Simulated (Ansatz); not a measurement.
This script makes a check of PAW against all-electron LAPW of ZrS, space group Fm-3m with Ansatz's Python interface.

`paw_lapw_zrs.py`:
```python
"""PAW against all-electron LAPW for ZrS."""

import ansatz as az
import numpy as np


def count_gap(report):
    # lowest empty less highest filled band, counting bands; zero where they overlap
    return max(report.get("gap_by_band_count_ev") or 0.0, 0.0)

zrs = (
    az.Lattice.of((0.0, 2.625, 2.625), (2.625, 0.0, 2.625), (2.625, 2.625, 0.0))
    .atom("Zr", (0.0, 0.0, 0.0))
    .atom("S", (0.5, 0.5, 0.5))
)

job = (
    zrs.calculation()
    .mixing("broyden", preconditioner="none")
    .scf(max_iterations=60, algorithm="direct_min", self_checks="high")
    .occupations(az.OccupationsMethod.FERMI_DIRAC, width=0.01)  # the run then minimises F = E - TS
    .functional("pbesol")
    .kpoints(6, center="monkhorst-pack")  # the mesh must be finer for metals
    .stress()  # positive in compression
    .forces()
    .band_table()
)
variants = {
    "PAW": job.pseudopotentials("paw"),
    "LAPW": job.pseudopotentials("all_electron", lapw=True),
}
# totals differ by the cores that each treatment holds, so compare what does not depend on them
rows = []
for label, variant in variants.items():
    rep = variant.run().report
    levels = np.array(rep["eigenvalues_ev"][0]) - rep["fermi_energy_ev"]
    print(label, "levels at the first k-point near E_F:", np.round(levels[np.abs(levels) < 5], 3))
    rows.append((label, rep["n_electrons"], np.trace(rep["stress_gpa"]) / 3, count_gap(rep)))
print("     treatment  electrons in bands           P GPa  gap by band count eV")
for row in rows:
    print(f"{str(row[0]):>14s}  {row[1]:18.1f}  {row[2]:14.3f}  {row[3]:20.3f}")
```

How well do the two treatments of the cores agree on the pressure?

PAW gives -6.500 GPa and LAPW -6.460 GPa, 0.040 GPa apart. They took 4.8 and 23.4 s of processor time.

The output:

Running `python paw_lapw_zrs.py` prints:
```text
DeckWarning: basis.ecutwfc = 420 eV, auto-derived from the records' recommended cutoffs: set by Zr (normal level)
DeckWarning: crystal.symmetry: narrowed to the stabiliser of the k-point mesh — unitary ops 48 → 12; excluded 36 operations that carry a point of the 6×6×6 mesh (shift [0.5, 0.5, 0.5]) off the mesh [...]
PAW levels at the first k-point near E_F: [-3.972 -3.781 -3.781 -1.141 -1.141 -1.096 -0.166 -0.166  2.267]
LAPW levels at the first k-point near E_F: [-3.974 -3.782 -3.782 -1.141 -1.141 -1.097 -0.166 -0.166  2.265]
     treatment  electrons in bands           P GPa  gap by band count eV
           PAW                18.0          -6.500                 0.000
          LAPW                42.0          -6.460                 0.000
```
(Warnings from the package without file and line, shortened.)

The settings weren't tested for convergence. No spin polarisation was allowed. The computed bands are complete only to about 2.3 eV above the Fermi level. For a metal this k-point mesh is coarse: on a finer one energies can move by several to tens of meV an atom and pressures by half a GPa or more, differences at one mesh by less. A gap by band count of zero or less means overlapping bands, a metal. Of the deposited cell: the entry's cell lengths or inner coordinates differ somewhat from later room-temperature determinations. At these settings the cell as given stands under about -6 GPa, so it isn't at this functional's equilibrium volume. The structure is a deposited one; some such entries were measured under pressure or heat, so a shift against it needn't be the functional's error alone. Levels are Kohn-Sham eigenvalues on this mesh, without spin-orbit coupling. Pressure is positive in compression; the treatments may keep other shells as core, so totals and counts of electrons can differ. Hardware and time: 29 s on 1 thread of Arm Neoverse N1 (shared host), peak memory 0.48 GiB.

(A comment or docstring line of the script was reworded after the run, the code is as it ran; lines on the test bed's own set-up are left out of the output.)
